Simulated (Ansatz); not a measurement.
# LiSe+ (singlet): from Hartree-Fock to the top rungs at distance Se1–Li2 = 4.823 Å, cc-pVDZ

The task here is to estimate one member of a computed series from the others.

Program: Ansatz 0.2.0, Gaussian basis. Level of theory: cc-pVDZ, core rule «outside noble gas», up to 15 orbitals frozen. These are calculated values, not measurements.

The runs, in order: UHF; CCSD(T) on RHF; CCSD(T) on UHF; BCCD(T) on RHF; CISD; CCSDT(Q) on RHF; CCSDT(Q) on UHF; CCSDTQ on RHF; CASSCF and MRCISD+Q, 2 electrons in 2 orbitals; CASSCF and NEVPT2, 2 electrons in 2 orbitals; Full CI.

67 further runs of the same task are left out: 49 for a known fault of the program, 11 that didn't finish, 7 set aside as unsound or not needed.

## The system

The geometry derives from a PBE0/def2-TZVP stationary point (not a proven minimum). One bond is set to the value named and the two fragments are kept rigid. No spin-orbit coupling is included. The filled d shell of Se may be among the frozen orbitals whatever the setting's name suggests; the logs give the count.

2 atoms, charge 1, spin multiplicity 1.

Atoms are counted from 1 here; the program's logs count them from 0.

No contacts short enough for the rule that draws bonds.

Coordinates:

```xyz
2
charge 1, multiplicity 1
Se    0.00000    0.00000    0.00000
Li    0.00000    0.00000    4.82300
```

The first run:

Contents of in.yaml:

```yaml
crystal:
  periodic: [false, false, false]
  atoms:
    - {symbol: Se, position_ang: [0.000000, 0.000000, 0.000000]}
    - {symbol: Li, position_ang: [0.000000, 0.000000, 4.823000]}
basis:
  gaussian: {orbitals: cc-pVDZ}
total_charge: 1
magnetization: {spin_polarized: true, initial_magnetization: 0}
hamiltonian: {xc: hf}
output: {orbitals: {seedname: orbitals}}
```

Command:

```sh
> ansatz run in.yaml --threads 1 --pin off --events-out ev --progress --plain --max-ram 2393MiB
```

Among the steps run: UHF; CCSD(T) on RHF; CCSD(T) on UHF; BCCD(T) on RHF; CISD; CCSDT(Q) on RHF; CCSDT(Q) on UHF; CCSDTQ on RHF; CASSCF and MRCISD+Q, 2 electrons in 2 orbitals; CASSCF and NEVPT2, 2 electrons in 2 orbitals; Full CI.

One table of the session follows, with a row left open; its other results are not shown here.

| method | from FCI (kcal/mol) |
| --- | --- |
| RHF | +75.43 |
| RMP2 | +23.37 |
| CISD | +9.70 |
| RCCSD | +5.74 |
| RCCSD(T) | +3.00 |
| BCCD(T) | +3.08 |
| RCCSDT | +0.06 |
| RCCSDT(Q) | -0.03 |
| RCCSDTQ | 0.00 |
| CASSCF pair | +60.09 |
| NEVPT2 pair | ? |
| MRCISD pair | +2.27 |
| MRCISD+Q pair | -0.75 |
| FCI | 0 |

Estimate the missing values for NEVPT2 pair.

**Answer.** from FCI (kcal/mol): +9.01. In the column «from FCI (kcal/mol)» it lies between RCCSD (+5.74) and CISD (+9.70).

Left out of the table: UHF, UMP2, UCCSD, UCCSD(T), UCCSDT, UCCSDT(Q) (another determinant or state than the rows shown).

To keep in mind: The report flags that the cluster equations may have other roots. The program flags RCCSDT(Q), RCCSDTQ as in doubt, so those rows may rest on another solution; read them beside their warnings. MRCISD+Q pair falls below full CI: the +Q correction isn't variational, and the cores differ from full CI's.
